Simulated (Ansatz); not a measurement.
# GaH2F: taking an electron away

How much energy removes an electron from GaH2F at fixed geometry? The cation is run at each level and the neutral's energy taken from earlier runs.

Program: Ansatz 0.2.0, Gaussian basis. Level of theory: unrestricted cation, the program's frozen cores in correlated methods. These are calculated values, not measurements.

Levels to be run: UKS PBE-D4/def2-TZVPP; UKS r2SCAN-D4/def2-TZVPP; UKS PBE0-D4/def2-TZVPP; UKS B3LYP-D4/def2-TZVPP; UKS wB97X-V/def2-TZVPP; UKS wB97M-V/def2-TZVPP; UKS B2PLYP/def2-TZVPP; UHF-CCSD(T)/def2-TZVPP; UHF-CCSD(T)/def2-QZVPP; extrapolation to the limit; then −ε(HOMO) from the neutral's earlier runs with LDA (SPW92), PBE-D4, revPBE-D4, BLYP-D4, r2SCAN-D4, B97M-V, PBE0-D4, B3LYP-D4, r2SCANh-D4, r2SCAN0-D4, HSE06-D4, BHLYP-D4, CAM-B3LYP-D4, LC-ωPBE, ωB97X-V, ωB97M-V.

## 1. The geometry

All runs share one geometry, relaxed beforehand with PBE0-D4 in a triple-zeta def2 set.

SMILES `[F][GaH2]`, 4 atoms, charge 0, spin multiplicity 1.

Atoms are counted from 1 here; the program's logs count them from 0.

Bond lengths: F1–Ga2 1.759 Å, Ga2–H3 1.555 Å, Ga2–H4 1.555 Å. Angles: F1–Ga2–H3 113.8°, F1–Ga2–H4 113.8°, H3–Ga2–H4 132.4°.

## 2. Cation, UKS PBE-D4/def2-TZVPP

in.yaml

```yaml
crystal:
  periodic: [false, false, false]
  atoms:
    - {symbol: F, position_ang: [-0.553530, -0.498969, 1.447833]}
    - {symbol: Ga, position_ang: [0.057633, 0.022135, -0.117026]}
    - {symbol: H, position_ang: [-0.881866, -0.328007, -1.306160]}
    - {symbol: H, position_ang: [1.433263, 0.744441, -0.044847]}
basis:
  gaussian: {orbitals: def2-TZVPP}
total_charge: 1
magnetization: {spin_polarized: true, initial_magnetization: 1}
hamiltonian: {xc: pbe, dispersion: d4}
```

Run with:

```bash
ansatz run in.yaml --threads 2 --pin off --events-out ev --progress --plain --max-ram 32768MiB --backend cpu
```

The runs that follow: Cation, UKS r2SCAN-D4/def2-TZVPP; Cation, UKS PBE0-D4/def2-TZVPP; Cation, UKS B3LYP-D4/def2-TZVPP; Cation, UKS wB97X-V/def2-TZVPP; Cation, UKS wB97M-V/def2-TZVPP; Cation, UKS B2PLYP (frozen core)/def2-TZVPP; Cation, UHF-CCSD(T)/def2-TZVPP; Cation, UHF-CCSD(T)/def2-QZVPP.

**Question.** What will the summary of the whole plan be? Wanted: ionisation energy, CCSD(T)/CBS; nearest functional by difference; nearest −ε(HOMO); −ε(HOMO) of PBE; T1 of the cation.

As calculated:

| quantity | value |
| --- | --- |
| ionisation energy, CCSD(T)/CBS | 11.94 eV |
| nearest functional by difference | ωB97X-V (-0.13 eV) |
| nearest −ε(HOMO) | LC-ωPBE (-0.21 eV) |
| −ε(HOMO) of PBE | 7.54 eV |
| T1 of the cation | 0.035 |

**Reading.** Energy differences with functionals land within 0.78 eV of the reference. −ε(HOMO) of PBE misses by 4.4 eV, since self-interaction lifts the level. Among orbital estimates LC-ωPBE comes nearest. Hartree-Fock falls 0.62 eV short, as the neutral has more correlation energy than the cation. The cation's T1 (from the report) is 0.035, near the customary mark of 0.045 for open shells, so the coupled-cluster value is less safe. The cation may have settled in a state other than its lowest; no search over hole states beyond the program's own was made. Correlated methods include outer-core shells of Ga, which these sets cover unevenly. With outer-core shells in play the reference is unsure by up to some tenths of an eV, so close misses can't be ranked.
